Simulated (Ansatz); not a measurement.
This was printed by a script on Ansatz 0.2.0, Python API, for a single point in a Gaussian basis of C2H3AlO2, SMILES O=[C]1[CH2][Al]1[OH]. What did the script look like? Level of theory: CCSD, def2-TZVP basis, multiplicity 1.

```tsv
atom	x (Å)	y (Å)	z (Å)
O	1.1689	-1.5585	1.8065
C	0.7372	-0.7281	0.9444
C	0.8551	0.5994	0.1913
Al	-0.4900	-0.1775	-0.5520
O	-1.9922	-0.3689	-1.7017
H	0.6919	1.4854	0.8615
H	1.8350	0.6340	-0.4095
H	-2.7138	0.0571	-1.1964
```

```console
$ python energy_c2h3alo2.py
pass   1  E = -12758.800482 eV  gradient 5.3e+01
pass   2  E = -12759.023841 eV  gradient 5.3e+01
pass   3  E = -12761.901008 eV  gradient 4.2e+01
pass   4  E = -12764.816233 eV  gradient 6.1e+00
pass   5  E = -12764.958719 eV  gradient 3.0e+00
pass   6  E = -12765.001371 eV  gradient 1.0e+00
pass   7  E = -12765.001661 eV  gradient 1.0e+00
pass   8  E = -12765.021069 eV  gradient 1.1e+00
pass   9  E = -12765.030475 eV  gradient 5.4e-01
pass  10  E = -12765.033352 eV  gradient 2.3e-01
pass  11  E = -12765.033355 eV  gradient 2.3e-01
pass  12  E = -12765.033966 eV  gradient 1.4e-03
pass  13  E = -12765.033966 eV  gradient 3.9e-03
pass  14  E = -12765.033967 eV  gradient 1.5e-06
pass  15  E = -12765.033967 eV  gradient 4.1e-05
pass  16  E = -12765.033967 eV  gradient 1.9e-06
pass  17  E = -12765.033967 eV  gradient 2.2e-06
pass  18  E = -12758.800757 eV  gradient 5.3e+01
pass  19  E = -12761.669560 eV  gradient 4.2e+01
pass  20  E = -12764.512030 eV  gradient 6.1e+00
pass  21  E = -12764.650576 eV  gradient 3.0e+00
pass  22  E = -12764.692774 eV  gradient 1.0e+00
pass  23  E = -12765.013810 eV  gradient 2.0e+00
pass  24  E = -12765.030729 eV  gradient 5.5e-01
pass  25  E = -12765.033274 eV  gradient 2.2e-01
converged              True
free_energy_ev         -12789.058561098243
reference_energy_ev    -12765.03396651008
n_frozen               9
n_occupied             [13, 13]
n_virtual              [157, 157]
correlation energy -24.02459 eV
cycles 16  T1 diagnostic 0.0221  largest double 0.0491
<S^2> = 0.0  all-electron relativity setting: none
passes: {'evaluations': 56, 'products': 67}
occupied orbitals by irrep: [{'A': 22}, {'A': 22}]
```

The script that was run (others could print the same):

`energy_c2h3alo2.py`:
```python
"""Single point of C2H3AlO2 in a Gaussian basis."""

import warnings

import ansatz

warnings.simplefilter("ignore", ansatz.DeckWarning)

geometry_ang = [
    ("O", (1.1689, -1.5585, 1.8065)),
    ("C", (0.7372, -0.7281, 0.9444)),
    ("C", (0.8551, 0.5994, 0.1913)),
    ("Al", (-0.49, -0.1775, -0.552)),
    ("O", (-1.9922, -0.3689, -1.7017)),
    ("H", (0.6919, 1.4854, 0.8615)),
    ("H", (1.835, 0.634, -0.4095)),
    ("H", (-2.7138, 0.0571, -1.1964)),
]
c2h3alo2 = ansatz.Crystal.molecule()
for symbol, xyz in geometry_ang:
    c2h3alo2 = c2h3alo2.atom(symbol, xyz)

base = (
    c2h3alo2.calculation()
    .basis(gaussian="def2-TZVP")  # atom-centred Gaussian functions
    .correlation("ccsd")
)
trace = []
out = base.session().plan().execute(on_event=trace.append)
rep = out.report
for event in trace:
    if event["event"] == "mean_field_evaluation" and event["data"]["evaluation"] <= 25:
        print("pass {evaluation:3d}  E = {energy_ev:.6f} eV  gradient {gradient_ev:.1e}".format(**event["data"]))

for key in ("converged", "free_energy_ev", "reference_energy_ev", "n_frozen", "n_occupied", "n_virtual"):
    print(f"{key:22s} {rep[key]}")

print("correlation energy", round(rep["free_energy_ev"] - rep["reference_energy_ev"], 5), "eV")
cluster = rep["correlation"].get("coupled_cluster")
if cluster:
    print("cycles", cluster["cycles"], " T1 diagnostic", round(cluster["t1_diagnostic"], 4), " largest double", round(cluster["largest_double"], 4))

field = rep["mean_field"]
print("<S^2> =", round(abs(field["state"]["spin_squared"]), 4), " all-electron relativity setting:", field["relativity"])
print("passes:", field["passes"])
if "symmetry" in field:
    print("occupied orbitals by irrep:", field["symmetry"]["occupied"])
```

Caveats:
- Total energies depend on the basis set; only differences at equal settings carry meaning.
- The geometry is a force-field or estimated start, not a minimum of this method, and the basis set is short of its limit.
- Inner cores stay frozen, so this is valence correlation.
- S² is that of the Hartree-Fock reference.
- Early passes use coarser integrals and grids, so their energies can't be compared with the last.
- Run time: 42 s on 1 thread of AMD EPYC 9B14 (Zen 4) (shared host), peak memory 1.9 GiB.
